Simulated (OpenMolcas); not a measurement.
# Cr²⁺ among point charges: CASSCF and CASPT2 levels and susceptibility

Aim: the splitting of the states of Cr²⁺ in the field of 6 point charges, its lowest levels with spin-orbit coupling and its magnetic susceptibility.

Method: state-averaged CASSCF and CASPT2, spin-orbit coupling by RASSI with atomic mean-field integrals. Code: OpenMolcas 26.06.

## (1) The atom as given

```
Species                           : Cr²⁺ (chromium, Z = 24, 22 electrons)
Basis                             : ANO-RCC-VDZP [5s4p2d1f], 34 functions
Scalar Hamiltonian                : DKH2, point nucleus
Inactive shells                   : 1s 2s 2p 3s 3p
Active space                      : 4 electrons in 5 orbitals (3d)
Some configurations of this space : 3d⁴
Orbitals                          : optimised for each spin and parity, averaged over all roots
```

Outer shells as boxes (Hund's rule):

3d4
```
3d [↑ ][↑ ][↑ ][↑ ][  ]
```

The ion sits among 6 point charges of -1.3 e arranged as an octahedron (Oh), 2.06 Å from the ion.

Each step is its own input file, run in one work folder so that later steps find the files of earlier ones. Labels, J, g values, rates, χT and fits are worked out afterwards by a script from the matrices that RASSI stores. The input lists half of the charges; inversion (Group=XYZ) makes the rest.

## (2) Basis and integrals

a.inp reads:

```
&GATEWAY
Coord
1

Cr 0.0 0.0 0.0
Basis=ANO-RCC-VDZP
Group=XYZ
NoMove
AngMom=0.0 0.0 0.0
AMFI
XField
3 Angstrom 0
2.060000 0.000000 0.000000 -1.300000
0.000000 2.060000 0.000000 -1.300000
0.000000 0.000000 2.060000 -1.300000
&SEWARD
```

On the command line:

```bash
$ OMP_NUM_THREADS=1 MOLCAS_MEM=1689 MOLCAS_PROJECT=a pymolcas a.inp > a.log
```

## (3) CASSCF: quintets of even parity, 5 roots

a.inp reads:

```
&RASSCF
FileOrb=start.orb
Symmetry=1
Spin=5
nActEl=4 0 0
Inactive=3 6
Ras2=5 0
CIRoot=5 5 1
SDav=5
CIMx=300
Iter=120 100
PrWF=0.3
OrbListing=Nothing
MaxOrb=0
>>> COPY $Project.JobIph JOB001
```

start.orb holds the contracted functions of the basis, ordered by shell, or the orbitals of the step before.

## (4) CASSCF: triplets of even parity, 45 roots

a.inp reads:

```
&RASSCF
FileOrb=start.orb
Symmetry=1
Spin=3
nActEl=4 0 0
Inactive=3 6
Ras2=5 0
CIRoot=45 45 1
SDav=45
CIMx=300
Iter=120 100
PrWF=0.3
OrbListing=Nothing
MaxOrb=0
>>> COPY $Project.JobIph JOB002
```

## (5) CASSCF: singlets of even parity, 50 roots

a.inp reads:

```
&RASSCF
FileOrb=start.orb
Symmetry=1
Spin=1
nActEl=4 0 0
Inactive=3 6
Ras2=5 0
CIRoot=50 50 1
SDav=50
CIMx=300
Iter=120 100
PrWF=0.3
OrbListing=Nothing
MaxOrb=0
>>> COPY $Project.JobIph JOB003
```

## (6) State interaction with spin-orbit coupling

a.inp reads:

```
&RASSI
NrOfJobIphs=3 5 45 50
1 2 3 4 5
1 2 3 4 5 6 7 8 9 10 11 12 13 14 15 16 17 18 19 20 21 22 23 24 25 26 27
28 29 30 31 32 33 34 35 36 37 38 39 40 41 42 43 44 45
1 2 3 4 5 6 7 8 9 10 11 12 13 14 15 16 17 18 19 20 21 22 23 24 25 26 27
28 29 30 31 32 33 34 35 36 37 38 39 40 41 42 43 44 45 46 47 48 49 50
IphNames
JOB001
JOB002
JOB003
EJob
SpinOrbit
DIPRint=1.0
SOCoupling=1000.0
Subsets=2
Property=9
'ANGMOM' 1 'ANGMOM' 2 'ANGMOM' 3 'MLTPL  1' 1 'MLTPL  1' 2 'MLTPL  1' 3
'AMFI' 1 'AMFI' 2 'AMFI' 3
SOProperty=3
'ANGMOM' 1 'ANGMOM' 2 'ANGMOM' 3
```

## (7) CASPT2: IPEA 0.25, imaginary shift 0.1 (closed shells correlated: 3s 3p)

a.inp reads:

```
>>> COPY JOB001 $Project.JobIph
&CASPT2
Multistate=5 1 2 3 4 5
NoMult
Frozen=2 3
IPEA=0.25
Imaginary=0.1
MaxIter=60
WThr=0.0 0.3 0.05
PrWF=0.5
NoMix
>>> COPY JOB002 $Project.JobIph
&CASPT2
Multistate=45 1 2 3 4 5 6 7 8 9 10 11 12 13 14 15 16 17 18 19 20 21 22
23 24 25 26 27 28 29 30 31 32 33 34 35 36 37 38 39 40 41 42 43 44 45
NoMult
Frozen=2 3
IPEA=0.25
Imaginary=0.1
MaxIter=60
WThr=0.0 0.3 0.05
PrWF=0.5
NoMix
>>> COPY JOB003 $Project.JobIph
&CASPT2
Multistate=50 1 2 3 4 5 6 7 8 9 10 11 12 13 14 15 16 17 18 19 20 21 22
23 24 25 26 27 28 29 30 31 32 33 34 35 36 37 38 39 40 41 42 43 44 45 46
47 48 49 50
NoMult
Frozen=2 3
IPEA=0.25
Imaginary=0.1
MaxIter=60
WThr=0.0 0.3 0.05
PrWF=0.5
NoMix
```

(Steps that only read results are left out.)

What does the calculation give? Wanted: spin-free ground state; first state of the same spin within the active space; lowest level; next level.

The runs gave:

| quantity | value |
| --- | --- |
| method | SS-CASPT2, IPEA 0.25, imaginary shift 0.1 (closed shells correlated: 3s 3p) |
| spin-free ground state | 5E, 2-fold in its orbital part |
| first state of the same spin within the active space | 5T2 at 4970 cm⁻¹ |
| lowest level | 1-fold A1 |
| next level | 8.0 cm⁻¹ |
| χT at 300 K | 2.91 cm³ K/mol |
| effective moment at 300 K | 4.83 μB |

Cost by method:

| method | time of its own steps | time with the reference |
| --- | --- | --- |
| A. CASSCF | 25 s | 25 s |
| B. SS-CASPT2, IPEA 0.25, imaginary shift 0.1, +3s 3p | 7.5 s | 32 s |

Times are of one thread on a shared host.

What this shows: The spin-free ground state (5E) comes to 100 % from free-ion D terms and keeps the highest spin of the shell. χT at 300 K is 2.91, against 3.01 cm³ K/mol for the spin alone; near agreement at one temperature doesn't show that the orbital moment is quenched. An active space of the d shell alone favours high spin; real ions in strong fields can be low spin. CASPT2 does not keep the components of a term degenerate, and the means are used. An orbital doublet at a regular site is open to a Jahn-Teller distortion, which this geometry leaves out. The field of point charges can differ much from that of real complexes. With metal d orbitals alone active, the gaps between spin states are rough; where two lie within a few thousand cm-1, their order is open. This is an electrostatic model: the charges have no orbitals.
